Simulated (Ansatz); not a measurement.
# CH7BrSi2: a nudged elastic band in two tries

Aim: a band of images between two relaxed ends for this system.

Method: RKS PBE0-D4/def2-SVP, in Ansatz 0.2.0.

### Step 1. Starting point

Bond lengths: Si1–Br2 2.248 Å, Si1–C3 1.873 Å, C3–H4 1.100 Å, Si1–H5 1.494 Å, Si1–Si6 2.343 Å, C3–H7 1.102 Å, C3–H8 1.100 Å, Si6–H9 1.495 Å, Si6–H10 1.494 Å, Si6–H11 1.498 Å. Angles (14 of 18 angles, heavy atoms first): Br2–Si1–C3 109.0°, Br2–Si1–Si6 106.0°, C3–Si1–Si6 112.9°, Br2–Si1–H5 106.7°, C3–Si1–H5 110.6°, H5–Si1–Si6 111.4°, Si1–C3–H4 110.6°, Si1–C3–H7 109.9°, Si1–C3–H8 110.8°, Si1–Si6–H9 108.8°, Si1–Si6–H10 110.2°, Si1–Si6–H11 110.5°, H4–C3–H7 108.5°, H4–C3–H8 108.5°.

Coordinates:

```xyz
11

Si    0.0784   -0.1258   -0.7933
Br    1.6496   -1.5997   -1.4353
C     0.9128    1.4719   -0.2829
H     1.5085    1.8804   -1.1130
H    -0.8087    0.0994   -1.9741
Si   -1.0842   -1.1481    0.9652
H     0.1526    2.2175    0.0013
H     1.5798    1.3066    0.5761
H    -0.1273   -1.4256    2.0800
H    -1.6949   -2.4304    0.5031
H    -2.1667   -0.2463    1.4727
```

### Step 2. The run

The input, input.yaml:

```yaml
crystal:
  periodic: [false, false, false]
  atoms:
    - { symbol: Si, position_ang: [0.078429, -0.125816, -0.793307] }
    - { symbol: Br, position_ang: [1.649609, -1.599687, -1.435344] }
    - { symbol: C, position_ang: [0.912839, 1.471918, -0.282888] }
    - { symbol: H, position_ang: [1.508541, 1.880431, -1.112983] }
    - { symbol: H, position_ang: [-0.808715, 0.099356, -1.974053] }
    - { symbol: Si, position_ang: [-1.084188, -1.148123, 0.965205] }
    - { symbol: H, position_ang: [0.15257, 2.217459, 0.001334] }
    - { symbol: H, position_ang: [1.579838, 1.306623, 0.576142] }
    - { symbol: H, position_ang: [-0.127308, -1.425578, 2.080016] }
    - { symbol: H, position_ang: [-1.694889, -2.430445, 0.503061] }
    - { symbol: H, position_ang: [-2.166725, -0.246338, 1.472717] }
basis:
  gaussian: { orbitals: def2-SVP }
hamiltonian:
  xc: pbe0
  dispersion: d4
neb:
  order_check: false
  images: 5
  f_tol: 0.05
  max_iterations: 8
  final_atoms:
    - { symbol: Si, position: [-0.74968655, 0.70265929, -0.43120846] }
    - { symbol: Br, position: [2.47020785, -1.42862835, -1.08916947] }
    - { symbol: C, position: [0.66276413, 1.66671337, -0.23731246] }
    - { symbol: H, position: [1.75325973, -0.17616586, -0.96029078] }
    - { symbol: H, position: [-1.67428629, 0.97681478, -1.56631156] }
    - { symbol: Si, position: [-1.12036307, -1.15508203, 0.92592518] }
    - { symbol: H, position: [0.89371893, 2.5184964, -0.88512425] }
    - { symbol: H, position: [1.35141456, 1.51163708, 0.60097741] }
    - { symbol: H, position: [-0.02801947, -1.19192216, 1.94116647] }
    - { symbol: H, position: [-1.11323734, -2.39538438, 0.09629374] }
    - { symbol: H, position: [-2.44577148, -1.02933813, 1.60495419] }
  initial_path: idpp
```

Launch:

```
> ansatz run input.yaml --threads 2 --pin off --max-ram 3072MiB --backend cpu --events-out ev --progress --plain --runs-dir out
```

Before running it: what results should come out? Wanted: first try.

**Answer**, as computed:

| quantity | value |
| --- | --- |
| first try | refused |
| cause | the second end is typed under the key for fractional positions, which a molecule without a cell can't use |

The fault in the first input was caught at the input check and cost nothing.
